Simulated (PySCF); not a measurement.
# C₅H₃F₅: runs on many settings, part 2 of 2

PySCF 2.14.0. Atoms count from 0. The steps go on from the part before.

## (6) Indirect couplings: PBE0/aug-cc-pVDZ

What the job is given:

```
{"job": {"kind": "j", "xc": "PBE0", "basis": "aug-cc-pVDZ", "scf": {"max_cycle": 73}}, "charge": 0, "multiplicity": 1}
C     -2.965368     0.286814     0.582537
C     -1.487296     0.063613     0.075082
C     -0.248983    -0.121772    -0.342745
C      1.247310    -0.343336    -0.841885
F      1.594549     0.535602    -1.999021
F      1.487825    -1.743886    -1.303073
C      2.350443    -0.007836     0.423739
F      3.741845    -0.196634     0.017746
F      2.203334     1.379041     0.885555
F      2.097145    -0.882627     1.576482
H     -3.084769     1.406325     0.991296
H     -3.733742     0.108887    -0.318817
H     -3.207123    -0.483656     1.467152
```

With the program's defaults for keys left out, this is: PBE0/aug-cc-pVDZ indirect spin-spin coupling, non-relativistic, gas phase.

What it wrote:

```text
final grid: 130176 points
cycle   1  E = -690.4140540369  dE =  4.860e-01  |g| = 1.270e+00  |ddm| = 7.172e+00
cycle   2  E = -689.2420237776  dE =  1.172e+00  |g| = 2.953e+00  |ddm| = 5.709e+00
cycle   3  E = -690.7365943447  dE = -1.495e+00  |g| = 2.385e-01  |ddm| = 3.859e+00
cycle   4  E = -690.7268666037  dE =  9.728e-03  |g| = 3.028e-01  |ddm| = 7.276e-01
cycle   5  E = -690.7506859088  dE = -2.382e-02  |g| = 2.414e-02  |ddm| = 4.368e-01
cycle   6  E = -690.7508017684  dE = -1.159e-04  |g| = 8.645e-03  |ddm| = 5.156e-02
cycle   7  E = -690.7508163333  dE = -1.456e-05  |g| = 2.712e-03  |ddm| = 1.764e-02
cycle   8  E = -690.7508174135  dE = -1.080e-06  |g| = 1.019e-03  |ddm| = 4.700e-03
cycle   9  E = -690.7508176338  dE = -2.203e-07  |g| = 1.762e-04  |ddm| = 1.946e-03
cycle  10  E = -690.7508176396  dE = -5.826e-09  |g| = 8.073e-05  |ddm| = 4.275e-04
cycle  11  E = -690.7508176408  dE = -1.239e-09  |g| = 2.892e-05  |ddm| = 1.569e-04
cycle  12  E = -690.7508176410  dE = -1.612e-10  |g| = 7.006e-06  |ddm| = 5.109e-05
converged SCF energy = -690.7508176410

Indirect spin-spin couplings (Hz)
  i      j    bonds     total        FC       PSO       DSO        SD
  0 C    4 F    4     -4.539    -4.291    -0.125    -0.102    -0.020
  0 C    5 F    4     -4.541    -4.294    -0.125    -0.102    -0.020
  0 C    7 F    5     -0.609    -0.536     0.082    -0.148    -0.007
  0 C    8 F    5     -0.372    -0.303    -0.039    -0.032     0.002
  0 C    9 F    5     -0.380    -0.310    -0.039    -0.032     0.002
  0 C   10 H    1    160.730   159.616     0.768     0.346         -
  0 C   11 H    1    160.305   159.195     0.767     0.344         -
  0 C   12 H    1    160.863   159.748     0.769     0.346         -
  1 C    4 F    3     17.173    23.730    -4.576    -0.139    -1.841
  1 C    5 F    3     17.221    23.784    -4.581    -0.139    -1.843
  1 C    7 F    4      4.338     4.266     0.400    -0.219    -0.109
  1 C    8 F    4      0.848     1.703    -0.634    -0.003    -0.218
  1 C    9 F    4      0.874     1.732    -0.635    -0.003    -0.220
  1 C   10 H    2    -16.899   -16.702    -0.089    -0.108         -
  1 C   11 H    2    -16.545   -16.339    -0.092    -0.114         -
  1 C   12 H    2    -16.908   -16.711    -0.088    -0.109         -
  2 C    4 F    2      7.913     6.667    -0.464     0.136     1.574
  2 C    5 F    2      8.023     6.776    -0.457     0.136     1.568
  2 C    7 F    3      4.450     3.947     0.378    -0.190     0.314
  2 C    8 F    3     -1.570    -1.803    -0.031     0.180     0.084
  2 C    9 F    3     -1.570    -1.806    -0.031     0.181     0.086
  2 C   10 H    3     13.078    12.904     0.401    -0.227         -
  2 C   11 H    3     13.031    12.853     0.409    -0.232         -
  2 C   12 H    3     13.091    12.917     0.401    -0.227         -
  3 C    4 F    1   -300.997  -290.090   -23.603     1.036    11.659
  3 C    5 F    1   -300.972  -290.068   -23.602     1.036    11.662
  3 C    7 F    2     25.152    22.766    -0.069     0.222     2.233
  3 C    8 F    2     23.877    24.766    -1.420     0.263     0.268
  3 C    9 F    2     23.955    24.844    -1.418     0.263     0.264
  3 C   10 H    4     -2.941    -2.935     0.059    -0.064         -
  3 C   11 H    4     -2.138    -2.140     0.069    -0.067         -
  3 C   12 H    4     -2.893    -2.887     0.058    -0.064         -
  4 F    5 F    2    261.609    42.507    97.586     0.095   121.421
  4 F    6 C    2     29.817    30.471    -1.313     0.323     0.335
  4 F    7 F    3     -3.471    -0.194    -3.669     0.296     0.096
  4 F    8 F    3     -2.231     1.216    -0.556     0.273    -3.164
  4 F    9 F    3     28.469    -2.532     3.765    -0.989    28.226
  4 F   10 H    5      2.624     2.918     0.045    -0.284    -0.055
  4 F   11 H    5      5.214     5.659    -0.049    -0.261    -0.134
  4 F   12 H    5      9.479     9.294     0.396    -0.560     0.349
  5 F    6 C    2     29.766    30.426    -1.321     0.322     0.339
  5 F    7 F    3     -3.475    -0.218    -3.681     0.296     0.128
  5 F    8 F    3     28.515    -2.487     3.780    -0.989    28.211
  5 F    9 F    3     -2.217     1.233    -0.551     0.273    -3.173
  5 F   10 H    5      9.705     9.499     0.409    -0.560     0.357
  5 F   11 H    5      4.244     4.688    -0.040    -0.279    -0.124
  5 F   12 H    5      3.373     3.691     0.022    -0.265    -0.074
  6 C    7 F    1   -359.591  -324.099   -43.069     1.170     6.406
  6 C    8 F    1   -347.961  -315.718   -40.799     1.167     7.390
  6 C    9 F    1   -347.963  -315.713   -40.805     1.167     7.388
  6 C   10 H    5      1.046     1.053     0.017    -0.024         -
  6 C   11 H    5      2.083     2.104     0.070    -0.092         -
  6 C   12 H    5      0.802     0.809     0.020    -0.028         -
  7 F    8 F    2     73.440    26.524   -37.405     0.044    84.277
  7 F    9 F    2     73.580    26.391   -37.131     0.043    84.278
  7 F   10 H    6      0.498     0.675     0.326    -0.507     0.003
  7 F   11 H    6      1.107     1.214     0.367    -0.571     0.098
  7 F   12 H    6      0.352     0.528     0.329    -0.510     0.005
  8 F    9 F    2     94.886    29.433   -22.762     0.062    88.153
  8 F   10 H    6      0.434     0.488    -0.197     0.125     0.018
  8 F   12 H    6      0.376     0.480     0.094    -0.188    -0.009
  9 F   10 H    6      0.341     0.437     0.068    -0.157    -0.007
  9 F   12 H    6      0.456     0.518    -0.187     0.108     0.017
 10 H   11 H    2    -15.687   -15.237     1.705    -2.154         -
 10 H   12 H    2    -15.933   -15.490     1.692    -2.135         -
 11 H   12 H    2    -15.743   -15.295     1.703    -2.151         -
```

Wall time 2.9 min (1 thread of Intel Xeon at 2.50GHz, shared host); peak memory 1.1 GiB.

All coordinates were scaled by 1.1, so these values belong to a distorted geometry and are kept out of the summary. Its HOMO lies at -8.59 eV, against -9.78 eV in step 3 (BHandHLYP/def2-SVP), a different level, so the two don't compare directly.

## (7) What came out

This closing draws on all 2 parts.

```
                                                                 quantity                                            value
                                          lowest singlet (PBE0/def2-SVPD)                      6.31 eV (197 nm), f = 0.000
                                 brightest single state of those computed                      state 6, 8.78 eV, f = 0.778
                                    surface potential, 1st and 99th percentile                               -0.57 V and 1.39 V
                       largest coupling of the table (BHandHLYP/def2-SVP)                          2J(F,F) F4–F5, 639.9 Hz
                                   13C shifts against TMS (PBE0/pcSseg-1)                128.6, 112.1, 99.8, 74.2, 4.2 ppm
   1H shifts against TMS (PBE0/pcSseg-1, means over atoms taken as alike)                                         2.23 ppm
19F shifts against CFCl3 (PBE0/pcSseg-1, means over atoms taken as alike)                                -96.4, -118.3 ppm
                                            property runs in this session  5, of which 0 failed and 2 gave unsound results
```

In words: Single values in the summary come from the first run of each kind that ended normally (PBE0/def2-SVPD; BHandHLYP/def2-SVP; PBE0/pcSseg-1), which need not be the best level. The lowest singlet, at 6.31 eV, is HOMO→LUMO 0.79, HOMO−1→LUMO+1 0.18 and is dark; of the 6 states computed, the strongest absorption comes from state 6 at 8.78 eV (the last computed, so partners may be missing). States above −ε(HOMO) lie where TDDFT describes them poorly and they hang on the basis; the brightest is among them. By nearest atom (PBE0/def2-SVPD), the HOMO sits on C1, C2 about 40 % each; H11 6 % and the LUMO on C1 29 %; C2 21 %. Of the pairs tabulated at BHandHLYP/def2-SVP, F4–F5 couples most strongly (639.9 Hz; Fermi contact 447.8 Hz). Density functionals describe couplings to fluorine poorly, F–F couplings above all, so those rows are rough. Couplings from bases without tight functions are rough.
